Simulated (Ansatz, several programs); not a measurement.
Antiperovskite K3FS, relaxed with r2SCAN in Ansatz (plane waves, PAW): the symmetry is Pm-3m (No. 221, cubic); a = 5.932 Å in the conventional setting, 41.74 Å³ an atom. Around F lie 12 K at 4.19 Å; around S lie 6 K at 2.97 Å; around K lie 2 S at 2.97 Å and 4 F at 4.19 Å. The cell was then scaled with its shape and fractional coordinates held. The structure was generated, not taken from experiment, and needn't be the ground state; spin polarisation is off.

```
V (Å³/atom)  E (meV/atom)
     39.239          6.81
     41.744          0.00
     42.996          1.43
     44.248          5.47
```

Problem. Pass a cubic E = c₀ + c₁u + c₂u² + c₃u³, with u = V − 42.057 Å³, through these points.

Solution. c₀ = 0.09, c₁ = +0.579, c₂ = 0.942, c₃ = -0.0389 (meV and Å³).

Problem. Where is the minimum, and what bulk modulus follows?

Solution. dE/du = 0 at u = -0.302, so V₀ = 41.76 Å³. B = V₀ d²E/dV² = 41.76 × (2c₂ + 6c₃u) = 41.76 × 1.955 = 82 meV/Å³, and 1 meV/Å³ is 0.16022 GPa: 13 GPa. A third-order Birch-Murnaghan fit to all five points gives 41.75 Å³ and 13 GPa.

Problem. Predict the energy and the pressure at the withheld volume, 40.491 Å³.

Solution. With u = -1.566: E ≈ 1.64 meV and P = −dE/dV ≈ +0.43 GPa. The run gives 1.61 meV and, from its stress, +0.42 GPa.
